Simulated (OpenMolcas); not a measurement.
**Br³⁺: CASSCF and CASPT2 terms and fine-structure levels**

Which level of Br³⁺ lies lowest, and where do the others fall? The reference wave functions come first, then spin-orbit coupling, then second-order correlation under several settings.

The numbers are computed with OpenMolcas 26.06 (state-averaged CASSCF and CASPT2, spin-orbit coupling by RASSI with atomic mean-field integrals), except any that are marked as measured or tabulated.

### Step 1. The system

| Property | Result |
| --- | --- |
| Species | Br³⁺ (bromine, Z = 35, 32 electrons) |
| Basis | ANO-R1 [5s4p3d1f], 39 functions |
| Scalar Hamiltonian | X2C, finite nucleus |
| Inactive shells | 1s 2s 2p 3s 3p 3d |
| Active space | 4 electrons in 4 orbitals (4s 4p) |
| Some configurations of this space | 4p⁴, 4s 4p³, 4s² 4p² |
| Orbitals | optimised for each spin and parity, averaged over the low roots |

Outer shells as boxes (Hund's rule):

4p4
```
4p [↑↓][↑ ][↑ ]
```

4s 4p3
```
4s [↑ ]
4p [↑ ][↑ ][↑ ]
```

4s2 4p2
```
4s [↑↓]
4p [↑ ][↑ ][  ]
```

Each step is its own input file, run in one work folder so that later steps find the files of earlier ones. Labels, J, g values, rates, χT and fits are worked out afterwards by a script from the matrices that RASSI stores.

### Step 2. Basis and integrals

Input file a.inp:

```
&GATEWAY
Coord
1

Br 0.0 0.0 0.0
Basis=ANO-R1
Group=XYZ
NoMove
AngMom=0.0 0.0 0.0
AMFI
&SEWARD
```

### Step 3. CASSCF: triplets of even parity, 6 roots

Input file a.inp:

```
&RASSCF
FileOrb=start.orb
Symmetry=1
Spin=3
nActEl=4 0 0
Inactive=8 6
Ras2=1 3
CIRoot=6 6 1
SDav=6
CIMx=300
Iter=120 100
PrWF=0.3
OrbListing=Nothing
MaxOrb=0
Atom
>>> COPY $Project.JobIph JOB001
```

start.orb holds the contracted functions of the basis, ordered by shell, or the orbitals of the step before.

### Step 4. CASSCF: singlets of even parity, 12 roots

Input file a.inp:

```
&RASSCF
FileOrb=start.orb
Symmetry=1
Spin=1
nActEl=4 0 0
Inactive=8 6
Ras2=1 3
CIRoot=12 12 1
SDav=12
CIMx=300
Iter=120 100
PrWF=0.3
OrbListing=Nothing
MaxOrb=0
Atom
>>> COPY $Project.JobIph JOB002
```

### Step 5. Reference wave functions, quintets of odd parity, 1 root

Input file a.inp:

```
&RASSCF
FileOrb=start.orb
Symmetry=2
Spin=5
nActEl=4 0 0
Inactive=8 6
Ras2=1 3
CIRoot=1 1 1
SDav=1
CIMx=300
Iter=120 100
PrWF=0.3
OrbListing=Nothing
MaxOrb=0
Atom
>>> COPY $Project.JobIph JOB003
```

### Step 6. CASSCF: triplets of odd parity, 9 roots

Input file a.inp:

```
&RASSCF
FileOrb=start.orb
Symmetry=2
Spin=3
nActEl=4 0 0
Inactive=8 6
Ras2=1 3
CIRoot=9 9 1
SDav=9
CIMx=300
Iter=120 100
PrWF=0.3
OrbListing=Nothing
MaxOrb=0
Atom
>>> COPY $Project.JobIph JOB004
```

### Step 7. Reference wave functions, singlets of odd parity, 8 roots

Input file a.inp:

```
&RASSCF
FileOrb=start.orb
Symmetry=2
Spin=1
nActEl=4 0 0
Inactive=8 6
Ras2=1 3
CIRoot=8 8 1
SDav=8
CIMx=300
Iter=120 100
PrWF=0.3
OrbListing=Nothing
MaxOrb=0
Atom
>>> COPY $Project.JobIph JOB005
```

### Step 8. RASSI: spin-orbit coupling between the states

Input file a.inp:

```
&RASSI
NrOfJobIphs=5 6 12 1 9 8
1 2 3 4 5 6
1 2 3 4 5 6 7 8 9 10 11 12
1
1 2 3 4 5 6 7 8 9
1 2 3 4 5 6 7 8
IphNames
JOB001
JOB002
JOB003
JOB004
JOB005
EJob
SpinOrbit
DIPRint=1.0
SOCoupling=1000.0
Subsets=2
MEES
Property=10
'ANGMOM' 1 'ANGMOM' 2 'ANGMOM' 3 'MLTPL  1' 1 'MLTPL  1' 2 'MLTPL  1' 3
'AMFI' 1 'AMFI' 2 'AMFI' 3 'MLTPL  2' 6
SOProperty=3
'ANGMOM' 1 'ANGMOM' 2 'ANGMOM' 3
```

### Step 9. CASPT2: IPEA 0.25, imaginary shift 0.1 (closed shells correlated: 3d)

Input file a.inp:

```
>>> COPY JOB001 $Project.JobIph
&CASPT2
Multistate=6 1 2 3 4 5 6
Frozen=3 6
IPEA=0.25
Imaginary=0.1
MaxIter=60
WThr=0.0 0.3 0.05
PrWF=0.5
NoMix
>>> COPY JOB002 $Project.JobIph
&CASPT2
Multistate=12 1 2 3 4 5 6 7 8 9 10 11 12
Frozen=3 6
IPEA=0.25
Imaginary=0.1
MaxIter=60
WThr=0.0 0.3 0.05
PrWF=0.5
NoMix
>>> COPY JOB003 $Project.JobIph
&CASPT2
Multistate=1 1
Frozen=3 6
IPEA=0.25
Imaginary=0.1
MaxIter=60
WThr=0.0 0.3 0.05
PrWF=0.5
NoMix
>>> COPY JOB004 $Project.JobIph
&CASPT2
Multistate=9 1 2 3 4 5 6 7 8 9
Frozen=3 6
IPEA=0.25
Imaginary=0.1
MaxIter=60
WThr=0.0 0.3 0.05
PrWF=0.5
NoMix
>>> COPY JOB005 $Project.JobIph
&CASPT2
Multistate=8 1 2 3 4 5 6 7 8
Frozen=3 6
IPEA=0.25
Imaginary=0.1
MaxIter=60
WThr=0.0 0.3 0.05
PrWF=0.5
NoMix
```

### Step 10. CASPT2: IPEA 0.25, imaginary shift 0.1 (closed shells correlated: 3s 3p 3d)

Edit a.inp of step 9 so:

```diff
@@ -3,3 +3,3 @@
 Multistate=6 1 2 3 4 5 6
-Frozen=3 6
+Frozen=2 3
 IPEA=0.25
@@ -13,3 +13,3 @@
 Multistate=12 1 2 3 4 5 6 7 8 9 10 11 12
-Frozen=3 6
+Frozen=2 3
 IPEA=0.25
@@ -23,3 +23,3 @@
 Multistate=1 1
-Frozen=3 6
+Frozen=2 3
 IPEA=0.25
@@ -33,3 +33,3 @@
 Multistate=9 1 2 3 4 5 6 7 8 9
-Frozen=3 6
+Frozen=2 3
 IPEA=0.25
@@ -43,3 +43,3 @@
 Multistate=8 1 2 3 4 5 6 7 8
-Frozen=3 6
+Frozen=2 3
 IPEA=0.25
```

(Steps that only read results are left out.)

**Question.** What will these runs give? Wanted: lowest level; first excited level; lowest level of another term; spin-orbit lowering of the lowest level; strongest of the lines computed, by gA, at CASSCF energies.

**Answer**, as computed:

| quantity | value |
| --- | --- |
| method | SS-CASPT2, IPEA 0.25, imaginary shift 0.1 (closed shells correlated: 3d) |
| lowest level | 4s² 4p² ³P₀, 98 % of that term |
| ground level listed by NIST | 3P0 |
| first excited level | 4s² 4p² ³P₁ at 2450 cm⁻¹ |
| lowest level of another term | 4s² 4p² ¹D₂ at 17320 cm⁻¹ |
| spin-orbit lowering of the lowest level | 4181 cm⁻¹ |
| strongest of the lines computed, by gA, at CASSCF energies | 4s 4p³ ¹D°₂ → 4s² 4p² ¹D₂, 66.05 nm, A = 1.56e+10 s⁻¹ |

Cost and accuracy by method:

```
                                                 method  time of its own steps  time with the reference  mean absolute difference from method B (cm-1)
                                              A. CASSCF                   15 s                     15 s                                           9700
      B. SS-CASPT2, IPEA 0.25, imaginary shift 0.1, +3d                  3.4 s                     19 s                                              0
C. SS-CASPT2, IPEA 0.25, imaginary shift 0.1, +3s 3p 3d                  4.3 s                     20 s                                            200
```

Times are of one thread on a shared host.

**Reading.** The multiplet ³P is regular; its intervals divided by the larger J differ by 50 % of their mean, where Landé's rule for pure LS coupling makes them equal. Second-order correlation (method B) scales the levels of the lowest configuration above 5000 cm⁻¹ by 0.92 to 1.07. Only the configurations of the active space and the roots asked for are present. CASPT2 does not keep the components of a term degenerate, and the means are used. Reference weights range from 0.86 to 0.97, which points to intruder states or a small active space for some roots. No d shell is active. The basis is small and contracted for the neutral atom, so it is rough for this charge. Only valence configurations of the active space appear, up to the ionisation limit; * or ° marks odd parity.
